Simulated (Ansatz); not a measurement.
# Nb: the cost of one run

Computed with Ansatz 0.2.0 (DFT r2SCAN, scalar-relativistic, plane waves, PAW, unless a step's input says otherwise).

## Step 1: Starting point

Symmetry: I4_1/amd, No. 141, tetragonal system. Conventional cell: a = 5.161 Å, b = 5.161 Å, c = 2.815 Å, α = 90.00°, β = 90.00°, γ = 90.00°. Around Nb (site symmetry -4m2) lie 6 Nb at 2.67 to 2.82 Å.

As a file:

```cif
data_structure
_symmetry_space_group_name_H-M 'P 1'
_symmetry_Int_Tables_number 1
_cell_length_a 3.9111
_cell_length_b 3.9111
_cell_length_c 3.9111
_cell_angle_alpha 97.442
_cell_angle_beta 97.442
_cell_angle_gamma 137.813
_cell_volume 37.48
loop_
_atom_site_label
_atom_site_type_symbol
_atom_site_fract_x
_atom_site_fract_y
_atom_site_fract_z
_atom_site_occupancy
Nb1 Nb 0.00000 0.00000 0.00000 1
Nb2 Nb 0.75000 0.25000 0.50000 1
```

This is candidate A: beta-tin type (I4_1/amd, No. 141).

(A quick probe on a coarse mesh, which set the mesh and smearing, is not shown.)

## Step 3: The relaxation (candidate A)

input.yaml

```yaml
crystal:
  lattice:
    - [-2.5802546277, 2.5802546277, 1.4075765295]
    - [2.5802546277, -2.5802546277, 1.4075765295]
    - [2.5802546277, 2.5802546277, -1.4075765295]
  atoms:
    - { symbol: Nb, position: [0.0, 0.0, 0.0] }
    - { symbol: Nb, position: [0.75, 0.25, 0.5] }
basis:
  ecutwfc: 500
kpoints:
  mp_grid: { grid: [22, 22, 22] }
hamiltonian:
  xc: r2scan
scf:
  occupations: { method: gaussian, width: 0.1 }
output:
  forces: true
  stress: true
  eigenvalues: true
relax:
  adjacent_minimum: "off"
  f_tol: 0.01
  max_steps: 80
  cell: { stress_tol: 0.05 }
```

Q: Estimate wall time and peak memory on 1 thread of an Arm CPU, shared host.

About 5.1 min, with a peak of 1.1 GiB.
